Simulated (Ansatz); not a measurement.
# TiCl+ (quintet): wave-function methods side by side, def2-TZVPP

The task here is to estimate one member of a computed series from the others.

The runs use Ansatz 0.2.0, Gaussian basis; def2-TZVPP, core rule «outside noble gas», up to 14 orbitals frozen.

The runs, in order: UHF; ROHF; CCSD(T) on UHF.

2 further runs of the same task are left out: 2 set aside as unsound or not needed.

### The geometry

The geometry is a PBE0/def2-TZVP stationary point (not a proven minimum) of the parent state, kept for this charge and spin.

2 atoms, charge 1, spin multiplicity 5.

Atoms are counted from 1 here; the program's logs count them from 0.

Bond lengths: Ti1–Cl2 2.169 Å.

Geometry (Å):

```csv
atom,x (Å),y (Å),z (Å)
Ti1,0.0000,0.0000,0.0000
Cl2,0.0000,0.0000,2.1686
```

Set-up of the first run:

Input file in.yaml:

```yaml
crystal:
  periodic: [false, false, false]
  atoms:
    - {symbol: Ti, position_ang: [0.000000, 0.000000, 0.000000]}
    - {symbol: Cl, position_ang: [0.000000, 0.000000, 2.168600]}
basis:
  gaussian: {orbitals: def2-TZVPP}
total_charge: 1
magnetization: {spin_polarized: true, initial_magnetization: 4}
hamiltonian: {xc: hf}
output: {orbitals: {seedname: orbitals}}
```

Command:

```console
ansatz run in.yaml --threads 1 --pin off --events-out ev --progress --plain --max-ram 4096MiB --backend cpu
```

Steps of the session up to this table: UHF; ROHF; CCSD(T) on UHF.

One table of the session follows, with a row left open; its other results are not shown here.

| method | from UCCSD(T) (meV) |
| --- | --- |
| ROHF | ? |
| UHF | +6154.9 |
| UMP2 | +1063.4 |
| UCCSD | +212.5 |
| UCCSD(T) | 0 |

Q: Estimate the row for ROHF from the others.

As computed: from UCCSD(T) (meV): +6426.3. In the column «from UCCSD(T) (meV)» it is the highest.
